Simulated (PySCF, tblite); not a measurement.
# C₆H₈ClFSi: geometry, infrared bands and NMR shifts

What infrared bands and NMR shifts should C₆H₈ClFSi (`C#C[C@@H]1C[SiH2][C@H](Cl)[C@H]1F`) show?

Programs: tblite 0.8.0 and PySCF 2.14.0, with density-fitted response routines of our own. Each step states its level of theory. These are calculated values for one molecule in the gas phase, unless marked as measured. Atoms count from 0, in the outputs and in this text.

### Step 1. The starting structure

17 atoms, charge 0, multiplicity 1; geometry from: force field or distance geometry start.

Bonds of the start (Å): C0–C1 1.22, C1–C2 1.46, C2–C3 1.56, C3–Si4 1.93, Si4–C5 1.90, C5–Cl6 1.78, C5–C7 1.54, C7–F8 1.37, C7–C2 1.54, C0–H9 1.06, C2–H10 1.10, C3–H11 1.09, C3–H12 1.09, Si4–H13 1.48, Si4–H14 1.48, C5–H15 1.09, C7–H16 1.10.

### Step 2. Geometry optimisation with GFN2-xTB

Job settings and geometry (Å):

```
{"job": {"kind": "relax", "xc": "GFN2-xTB", "basis": "xTB"}, "charge": 0, "multiplicity": 1}
C      2.926700    -0.308000    -0.162700
C      1.787800    -0.135100    -0.556600
C      0.420200     0.063000    -1.021000
C     -0.196500     1.387100    -0.484400
Si    -1.053600     0.901500     1.176600
C     -1.012800    -0.961700     0.825100
Cl     0.108600    -1.727500     1.980700
C     -0.522800    -1.091600    -0.628700
F     -1.632500    -1.024200    -1.435900
H      3.911200    -0.454700     0.189000
H      0.443400     0.141700    -2.120500
H      0.541800     2.168100    -0.327100
H     -0.976800     1.745600    -1.148100
H     -2.430600     1.447800     1.209400
H     -0.244000     1.339900     2.341500
H     -1.999800    -1.406800     0.974300
H     -0.077100    -2.073100    -0.821600
```

Command:

```bash
$ OMP_NUM_THREADS=1 python probes_run.py task.json out
```

One launch serves the whole session: the jobs run in the order shown.

**Question.** This job is followed by: GFN2-xTB harmonic vibrations, gas phase; GIAO PBE0/pcSseg-1 NMR shielding, non-relativistic, gas phase. What will the session give for the following? strongest single infrared mode (GFN2-xTB); zero-point energy (GFN2-xTB); ¹³C shifts against TMS (PBE0/pcSseg-1); ¹H shifts against TMS (PBE0/pcSseg-1); ²⁹Si shifts against TMS (PBE0/pcSseg-1); ³⁵Cl shifts against HCl (PBE0/pcSseg-1); ¹⁹F shifts against CFCl3 (PBE0/pcSseg-1).

**Answer**, as computed:

| quantity | value |
| --- | --- |
| strongest single infrared mode (GFN2-xTB) | 2290 cm⁻¹, 303 km/mol |
| zero-point energy (GFN2-xTB) | 73.8 kcal/mol |
| ¹³C shifts against TMS (PBE0/pcSseg-1) | 106.2, 87.7, 84.0, 47.0, 38.5, 15.6 ppm |
| ¹H shifts against TMS (PBE0/pcSseg-1) | 5.31, 4.70, 4.57, 3.66, 3.49, 1.83, 1.45, 1.41 ppm |
| ²⁹Si shifts against TMS (PBE0/pcSseg-1) | -12.9 ppm |
| ³⁵Cl shifts against HCl (PBE0/pcSseg-1) | 156 ppm |
| ¹⁹F shifts against CFCl3 (PBE0/pcSseg-1) | -184.5 ppm |

**Reading.** The optimisation took 85 steps and gained 0.168 eV; among the close pairs (by a distance rule), Si4–C5 changed most, from 1.897 to 1.925 Å. All 45 modes are real, so the xTB geometry is a minimum. Unscaled tight-binding wavenumbers are off by several per cent, some by more. Its intensities can rank the bands wrongly. The most deshielded carbon is C7 (sp3 CH bonded to F), at 106.2 ppm: deshielded by the electronegative neighbour. The most deshielded hydrogen is H16 (hydrogen on an sp3 CH bonded to F), at 5.31 ppm: its carbon carries F, an electronegative neighbour. At PBE0/pcSseg-1: The largest span, 409 ppm, is at Cl6, where the paramagnetic term is -353 ppm.
